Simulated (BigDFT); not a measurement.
## InPd in BigDFT: convergence with fine region

Input of the first run (fine region 3); the others differ in this setting and in those tied to it:

input.yaml

```yaml
dft:
  hgrids: [0.4417, 0.4417, 0.4417]
  rmult: [10.0, 3.0]
  ixc: -117130
  gnrm_cv: 3.e-05
  ncong: 1
  idsx: 6
  itermax: 4
  nrepmax: 1
kpt:
  method: mpgrid
  ngkpt: [3, 3, 3]
mix:
  iscf: 17
  itrpmax: 70
  rpnrm_cv: 1.e-09
  norbsempty: 6
  tel: 0.00183747
  occopt: 2
  alphamix: 0.5
  alphadiis: 1.0
ig_occupation:
  In: {4d: 10.0, 5p: 1.0, 5s: 2.0}
  Pd: {4d: 10.0, 5p: 0.0, 5s: 0.0}
```

posinp.xyz

```xyz
2 angstroem
periodic 3.2718847800 3.2718847800 3.2718847800
In    0.0000000000    0.0000000000    0.0000000000
Pd    1.6359423900    1.6359423900    1.6359423900
```

Potentials or basis: GTH-PBE (In q13, Pd q10).

Launch:

```bash
$ OMP_NUM_THREADS=1 bigdft  # reads input.yaml, posinp.xyz, psppar.In, psppar.Pd
```

The cell comes from a database or a generator and needn't be the stable form of this composition.

Hardware: 1 thread of Intel(R) Xeon(R) Platinum 8259CL CPU @ 2.50GHz (Skylake/Cascade Lake) (shared host).

The values tried are 3, 4, 5, 6, 7, 8, 10, loosest first. From which on does the energy stay within 1 meV/atom of the tightest run that finished?

From 7 on.

```
fine region  energy less the tightest run, at zero smearing (meV/atom)  pressure (GPa)  SCF cycles  CPU time (s)  peak memory (GiB)
          3                                                    1489.92           -7.93          24           130               0.08
          4                                                     237.85            4.38          17            88                0.1
          5                                                      21.69            5.73          12            69               0.13
          6                                                       2.26            5.68          12            72               0.18
          7                                                       0.20            5.68          12            74               0.24
          8                                                       0.00            5.68          12            78               0.28
         10                                                       0.00            5.68          12            80               0.28
```

Against the tightest run, the pressure stays within 0.1 GPa from 5 on. The tightest run that finished is the yardstick and may itself not be fully converged.

Caveat, for the tightest run too: the k mesh is coarse (spacing up to 0.64 Å⁻¹), so the values aren't converged; the potentials were made for another functional, which shifts forces and pressure; the log prints the pressure with the opposite sign.
